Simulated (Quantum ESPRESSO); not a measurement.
The system is NbSi.

```
Nb Si
1.0
     0.00000    2.57383    2.57383
     2.57383    0.00000    2.57383
     2.57383    2.57383    0.00000
Nb Si
1 1
Direct
  0.00000 0.00000 0.00000
  0.50000 0.50000 0.50000
```

The cell was built by a generator and needn't be a form met in nature.

- Program: Quantum ESPRESSO 7.5
- Task: phonon dispersion
- Functional: PBE
- Potentials or basis: GBRV 1.5 PBE
- Cutoff: 612 eV
- Density cutoff: 4898 eV
- k mesh: 6 × 6 × 6
- Occupations: cold, width 0.2 eV
- Spin: no spin polarisation
- Mixing beta: 0.5
- Most SCF iterations: 120
- SCF threshold: 4e-10 Ry
- q mesh: 2 × 2 × 2

The cell and the atoms were relaxed first, to 17.04 Å³/atom (a = 3.640 Å, b = 3.640 Å, c = 3.640 Å, α = 60.00°, β = 60.00°, γ = 60.00°), and the response was taken there.

Q: Is this structure dynamically stable at this level, and how far does the spectrum reach?

A: No: the interpolated spectrum has imaginary modes, down to 58i cm⁻¹ near q = (0.23, 0.23, 0.46). The highest frequency is 372 cm⁻¹.

Phonon frequencies at the corners of the path (cm⁻¹, interpolated; i marks imaginary ones):
| point | frequencies |
| --- | --- |
| Γ | 0 0 0 361 361 361 |
| X | 71 93 93 365 366 366 |
| W | 49 49 156 342 370 370 |
| K | 38 105 122 353 361 369 |
| L | 26 128 128 340 340 370 |
| U | 38 105 122 353 361 369 |

Phonon states per cell in windows of 20 cm⁻¹ (negative: imaginary):
| from (cm⁻¹) | total | Nb | Si |
| --- | --- | --- | --- |
| -60 | 0.01 | 0.01 | 0.00 |
| -40 | 0.09 | 0.08 | 0.01 |
| -20 | 0.13 | 0.11 | 0.02 |
| 0 | 0.17 | 0.15 | 0.02 |
| 20 | 0.25 | 0.23 | 0.03 |
| 40 | 0.34 | 0.29 | 0.04 |
| 60 | 0.26 | 0.23 | 0.04 |
| 80 | 0.48 | 0.43 | 0.05 |
| 100 | 0.42 | 0.39 | 0.03 |
| 120 | 0.62 | 0.59 | 0.03 |
| 140 | 0.22 | 0.22 | 0.00 |
| 160 | 0.00 | 0.00 | 0.00 |
| 180 | 0.00 | 0.00 | 0.00 |
| 200 | 0.00 | 0.00 | 0.00 |
| 220 | 0.00 | 0.00 | 0.00 |
| 240 | 0.00 | 0.00 | 0.00 |
| 260 | 0.00 | 0.00 | 0.00 |
| 280 | 0.00 | 0.00 | 0.00 |
| 300 | 0.00 | 0.00 | 0.00 |
| 320 | 0.28 | 0.01 | 0.28 |
| 340 | 1.32 | 0.09 | 1.23 |
| 360 | 1.36 | 0.17 | 1.19 |

A q mesh this small can miss soft modes between its points.

Caveat: the k mesh is coarse; the mesh is thin for the phonons of a metal; some modes are imaginary; the q mesh is small, so phonon branches between its points and thermal values are rough.
